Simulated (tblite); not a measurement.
# CH12OSSi5: the cost of one run

The runs use tblite 0.8.0 and PySCF 2.14.0, with density-fitted response routines of our own; the level of theory stands in each step. All values are computed, except where a source is named. Atoms are numbered from 0 throughout.

**1. The molecule as given**

20 atoms, charge 0, multiplicity 1; geometry from: force field or distance geometry start.

Bonds of the start (Å): C0–S1 1.82, S1–Si2 2.16, Si2–Si3 2.30, Si3–Si4 2.31, Si4–Si5 2.32, Si5–Si6 2.33, Si6–O7 1.66, Si6–Si2 2.35, C0–H8 1.09, C0–H9 1.10, C0–H10 1.09, Si2–H11 1.48, Si3–H12 1.51, Si3–H13 1.49, Si4–H14 1.48, Si4–H15 1.49, Si5–H16 1.48, Si5–H17 1.49, Si6–H18 1.49, O7–H19 0.97.

**2. Relaxing the molecule with GFN2-xTB**

What the job is given:

```
{"job": {"kind": "relax", "xc": "GFN2-xTB", "basis": "xTB"}, "charge": 0, "multiplicity": 1}
C      3.615700     0.480300    -0.069800
S      2.067400     0.954000    -0.911300
Si     0.566400     0.640400     0.612400
Si     0.132300    -1.593800     0.932600
Si    -2.078700    -1.909500     0.352300
Si    -2.436300    -0.256000    -1.241300
Si    -1.434400     1.565000    -0.188600
O     -1.138900     2.822900    -1.231000
H      3.587600    -0.571300     0.231900
H      3.770000     1.107100     0.817100
H      4.442300     0.623800    -0.758200
H      1.010000     1.317100     1.854600
H      0.356500    -1.988000     2.370800
H      1.027500    -2.422900     0.071600
H     -2.335100    -3.265000    -0.188800
H     -2.951200    -1.657200     1.538000
H     -3.877700    -0.035900    -1.511400
H     -1.702400    -0.588800    -2.494000
H     -2.278900     2.029100     0.951900
H     -0.347400     2.759400    -1.792800
```

Started as:

```console
OMP_NUM_THREADS=1 python probes_run.py task.json out
```

This one command runs all jobs of the session in turn.

**Question.** How long does this first job take on 1 thread of Arm Neoverse N1, shared host?

About 3.6 s.
